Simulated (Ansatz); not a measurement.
Working through harmonic frequencies at the relaxed geometry of F2H3Si2, SMILES F[SiH](F)[SiH2]

Computed with Ansatz 0.2.0, Python API.

The cells in order, each with its output:

In [1]:
```python
import ansatz as az
import numpy as np
```

In [2]:
```python
mol = (
    az.Crystal.molecule()
    .atom('F', (-0.4013, -1.5739, 1.2081))
    .atom('Si', (0.5784, -0.6517, 0.3392))
    .atom('F', (1.2584, -1.5953, -0.7574))
    .atom('Si', (-0.418, 1.0992, -0.7126))
    .atom('H', (1.6326, -0.1293, 1.2366))
    .atom('H', (-1.0141, 2.1268, 0.2416))
    .atom('H', (-1.5748, 0.6562, -1.6012))
)
```

In [3]:
```python
calc = (
    mol.calculation()
    .basis(gaussian='def2-SVP')
    .functional('r2scan')
    .spin('collinear', total=1)
)
symbols = [site.symbol for site in mol.cartesian_sites]
start = np.array([site.position_ang for site in mol.cartesian_sites], dtype=float)
def progress(event):
    if event['event'] == 'relax_step':
        row = event['data']
        print(f'step {row["step"]:3d}  E = {row["lagrangian_ev"]:.6f} eV  largest force component {row["allowed_force_max_ev_ang"]:.4f} eV/A')
```

In [4]:
```python
r = calc.relax(force_tolerance=0.003).session().plan().execute(on_event=progress).report
end = np.array(r['positions_ang'])
```
```text
step   1  E = -21226.435767 eV  largest force component 1.3551 eV/A
step   2  E = -21226.501250 eV  largest force component 0.3718 eV/A
step   3  E = -21226.528937 eV  largest force component 0.0975 eV/A
step   4  E = -21226.530589 eV  largest force component 0.0355 eV/A
step   5  E = -21226.531068 eV  largest force component 0.0250 eV/A
step   6  E = -21226.531160 eV  largest force component 0.0069 eV/A
step   7  E = -21226.531209 eV  largest force component 0.0030 eV/A
step   8  E = -21226.531215 eV  largest force component 0.0021 eV/A
step   9  E = -21226.531220 eV  largest force component 0.0013 eV/A
```

In [5]:
```python
print('final positions (A) and the move of each atom')
for symbol, xyz, old in zip(symbols, end, start):
    print(f'{symbol:2s} {xyz[0]:10.5f} {xyz[1]:10.5f} {xyz[2]:10.5f}   {np.linalg.norm(xyz - old):7.4f}')
```
```text
final positions (A) and the move of each atom
F    -0.38294   -1.58497    1.24074    0.0390
Si    0.60584   -0.63955    0.37027    0.0432
F     1.23966   -1.58815   -0.78014    0.0303
Si   -0.52319    1.09201   -0.68605    0.1087
H     1.69751   -0.18869    1.26960    0.0940
H    -1.02288    2.16626    0.22197    0.0449
H    -1.55280    0.67510   -1.68208    0.0859
```

In [6]:
```python
# same settings at the minimum
minimum = az.Crystal.molecule()
for symbol, place in zip(symbols, end):
    minimum = minimum.atom(symbol, place.tolist())
vibrating = (
    minimum.calculation()
    .basis(gaussian='def2-SVP')
    .functional('r2scan')
    .spin('collinear', total=1)
    .phonons(temperatures=(100, 500, 100))
)
vib = vibrating.run(threads=1, pin='off').report['vibrations']
sums = vib['harmonic_sums']
modes = [m['omega_inv_cm'] for m in sums['modes_at_gamma'] if m['rigid_motion'] == 'no']
for number, w in enumerate(modes, start=1):
    print(f'mode {number:2d} {w:9.1f} 1/cm {w / 8065.544 * 1000:8.2f} meV')
print('imaginary modes:', sum(w < 0 for w in modes), ' zero-point energy:', round(sums['zero_point_energy_ev'], 4), 'eV')
print('T (K)   F_vib (eV)   S_vib (meV/K)   C_vib (meV/K)')
for row in zip(sums['temperatures_k'], sums['vibrational_free_energy_ev'], vib['entropy_ev_per_k'], vib['heat_capacity_ev_per_k']):
    print(f'{row[0]:6.1f} {row[1]:11.4f} {1000 * row[2]:13.4f} {1000 * row[3]:15.4f}')
```
```text
mode  1      92.4 1/cm    11.46 meV
mode  2     151.2 1/cm    18.74 meV
mode  3     204.2 1/cm    25.31 meV
mode  4     307.5 1/cm    38.12 meV
mode  5     396.1 1/cm    49.11 meV
mode  6     451.0 1/cm    55.91 meV
mode  7     525.5 1/cm    65.16 meV
mode  8     811.1 1/cm   100.56 meV
mode  9     822.1 1/cm   101.93 meV
mode 10     852.4 1/cm   105.68 meV
mode 11     914.2 1/cm   113.35 meV
mode 12     948.7 1/cm   117.63 meV
mode 13    2216.2 1/cm   274.77 meV
mode 14    2242.1 1/cm   277.99 meV
mode 15    2266.3 1/cm   280.99 meV
imaginary modes: 0  zero-point energy: 0.8184 eV
T (K)   F_vib (eV)   S_vib (meV/K)   C_vib (meV/K)
 100.0      0.8140        0.1300          0.2160
 200.0      0.7900        0.3507          0.4385
 300.0      0.7442        0.5636          0.6155
 400.0      0.6779        0.7594          0.7444
 500.0      0.5929        0.9361          0.8381
```

In [7]:
```python
# all hydrogen replaced by deuterium
heavier = vibrating.phonons(masses={'H': 2.014102}).run(threads=1, pin='off').report['vibrations']['harmonic_sums']
print('deuterated (1/cm):', ' '.join(f'{m["omega_inv_cm"]:.0f}' for m in heavier['modes_at_gamma'] if m['rigid_motion'] == 'no'))
print('zero-point energy falls by', round(sums['zero_point_energy_ev'] - heavier['zero_point_energy_ev'], 4), 'eV')
```
```text
deuterated (1/cm): 68 142 183 296 326 379 447 599 615 665 863 941 1585 1622 1632
zero-point energy falls by 0.1761 eV
```

Caveats:
- Total energies depend on the basis set; only differences at equal settings carry meaning.
- The frequencies are harmonic and unscaled, in a modest basis.
- The run takes the species as open-shell (spin multiplicity 2), which needn't be its ground state.
- It ran for 5.9 min on 1 thread of Arm Neoverse V2, with other jobs on the host, peak memory 0.28 GiB.
